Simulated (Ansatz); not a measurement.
**Cs3Zn: a trial structure relaxed**

Aim: relax Cs3Zn from this start, Ni3Sn (D0_19) type (P6_3/mmc, No. 194), and see where it ends.

Program: Ansatz 0.2.0. Level of theory: DFT PBE, scalar-relativistic, plane waves, PAW. These are calculated values, not measurements.

### Step 1. The starting structure

The structure is hexagonal, space group P6_3/mmc (No. 194). The conventional cell has a = 7.601 Å, b = 7.601 Å, c = 6.101 Å, α = 90.00°, β = 90.00°, γ = 120.00°. Around Cs (site symmetry mm2) lie 4 Zn at 3.75 to 3.80 Å and 8 Cs at 3.76 to 3.81 Å. Zn (site symmetry -6m2) is surrounded by 12 Cs at 3.75 to 3.80 Å.

Coordinates:

```cif
data_structure
_symmetry_space_group_name_H-M 'P 1'
_symmetry_Int_Tables_number 1
_cell_length_a 7.6006
_cell_length_b 7.6006
_cell_length_c 6.1006
_cell_angle_alpha 90.000
_cell_angle_beta 90.000
_cell_angle_gamma 120.000
_cell_volume 305.21
loop_
_atom_site_label
_atom_site_type_symbol
_atom_site_fract_x
_atom_site_fract_y
_atom_site_fract_z
_atom_site_occupancy
Cs1 Cs 0.83300 0.66600 0.25000 1
Cs2 Cs 0.16700 0.83300 0.75000 1
Cs3 Cs 0.33400 0.16700 0.25000 1
Cs4 Cs 0.16700 0.33400 0.75000 1
Cs5 Cs 0.83300 0.16700 0.25000 1
Cs6 Cs 0.66600 0.83300 0.75000 1
Zn1 Zn 0.33333 0.66667 0.25000 1
Zn2 Zn 0.66667 0.33333 0.75000 1
```

(A quick probe on a coarse mesh, which set the mesh and smearing, is not shown.)

### Step 3. Coarse relaxation

Contents of input.yaml:

```yaml
crystal:
  lattice:
    - [7.6005829682, 0.0, 0.0]
    - [-3.8002914841, 6.5822979341, 0.0]
    - [0.0, 0.0, 6.1006405436]
  atoms:
    - { symbol: Cs, position: [0.833, 0.666, 0.25] }
    - { symbol: Cs, position: [0.167, 0.833, 0.75] }
    - { symbol: Cs, position: [0.334, 0.167, 0.25] }
    - { symbol: Cs, position: [0.167, 0.334, 0.75] }
    - { symbol: Cs, position: [0.833, 0.167, 0.25] }
    - { symbol: Cs, position: [0.666, 0.833, 0.75] }
    - { symbol: Zn, position: [0.3333333333, 0.6666666667, 0.25] }
    - { symbol: Zn, position: [0.6666666667, 0.3333333333, 0.75] }
basis:
  ecutwfc: 420
kpoints:
  mp_grid: { grid: [3, 3, 4] }
hamiltonian:
  xc: pbe
scf:
  occupations: { method: gaussian, width: 0.1 }
  lower_state_search: "off"
output:
  forces: true
  stress: true
  eigenvalues: true
relax:
  adjacent_minimum: "off"
  f_tol: 0.04
  max_steps: 70
  cell: { stress_tol: 0.4 }
```

The run is started by

```console
ansatz run input.yaml --threads 1 --pin off --max-ram 2560MiB --backend cpu --events-out ev --progress --plain --runs-dir out
```

Further runs follow: the relaxation; relaxation repeated.

Q: Predict the outcome of this session.

**Answer**, as computed:

Formation energies count from the elements, computed with the same settings in runs not shown here.

| quantity | value |
| --- | --- |
| cell | a = 12.164 Å, b = 12.164 Å, c = 5.551 Å, α = 90.00°, β = 90.00°, γ = 120.00° |
| space group | P6_3/mmc (No. 194) |
| volume | 88.91 Å³/atom |
| gap on the mesh | none (metal) |
| formation energy from the elements | +0.155 eV/atom |

What this shows: The space group stayed P6_3/mmc, and from the first guess the volume went from 38.15 to 88.91 Å³/atom. The formation energy of +0.15 eV/atom is positive, so the elements lie lower than this structure; another structure of the compound can lie lower.
